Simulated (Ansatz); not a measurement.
# FeSi (FeSi): the cost of one run

Program: Ansatz 0.2.0. Level of theory: DFT PBE, scalar-relativistic, plane waves, PAW. These are calculated values, not measurements.

The COD entry's cell or inner coordinates are ideal or old and differ from later refinements, so a difference from it is no clean test against experiment.

## Step 1: The starting structure

The structure is cubic, space group P2_13 (No. 198). The conventional cell has a = 4.551 Å, b = 4.551 Å, c = 4.551 Å, α = 90.00°, β = 90.00°, γ = 90.00°. Fe (site symmetry 3) is surrounded by 7 Si at 2.32 to 2.55 Å. Around Si (site symmetry 3) lie 7 Fe at 2.32 to 2.55 Å.

Coordinates:

```
Fe Si
1.0
     4.55070    0.00000    0.00000
     0.00000    4.55070    0.00000
     0.00000    0.00000    4.55070
Fe Si
4 4
Direct
  0.13652 0.13652 0.13652
  0.36348 0.86348 0.63652
  0.63652 0.36348 0.86348
  0.86348 0.63652 0.36348
  0.84240 0.84240 0.84240
  0.65760 0.15760 0.34240
  0.34240 0.65760 0.15760
  0.15760 0.34240 0.65760
```

## Step 2: First run, at the start cell

input.yaml

```yaml
crystal:
  lattice:
    - [4.5507, 0.0, 0.0]
    - [0.0, 4.5507, 0.0]
    - [0.0, 0.0, 4.5507]
  atoms:
    - { symbol: Fe, position: [0.13652, 0.13652, 0.13652] }
    - { symbol: Fe, position: [0.36348, 0.86348, 0.63652] }
    - { symbol: Fe, position: [0.63652, 0.36348, 0.86348] }
    - { symbol: Fe, position: [0.86348, 0.63652, 0.36348] }
    - { symbol: Si, position: [0.8424, 0.8424, 0.8424] }
    - { symbol: Si, position: [0.6576, 0.1576, 0.3424] }
    - { symbol: Si, position: [0.3424, 0.6576, 0.1576] }
    - { symbol: Si, position: [0.1576, 0.3424, 0.6576] }
basis:
  ecutwfc: 420
  ecutrho_ratio: 4
kpoints:
  mp_grid: { grid: [4, 4, 4] }
hamiltonian:
  xc: pbe
scf:
  occupations: { method: gaussian, width: 0.05 }
output:
  forces: true
  stress: true
  eigenvalues: true
relax:
  f_tol: 0.03
  max_steps: 60
  cell: { stress_tol: 0.3 }
```

Run with:

```console
$ ansatz run input.yaml --threads 4 --pin off --max-ram 10240MiB --backend cpu --events-out ev --progress --plain --runs-dir out
```

**Question.** How long does this run take on 4 threads of Arm Neoverse V1, shared host, and how much memory does it need?

About 9.1 s, with a peak of 0.42 GiB.
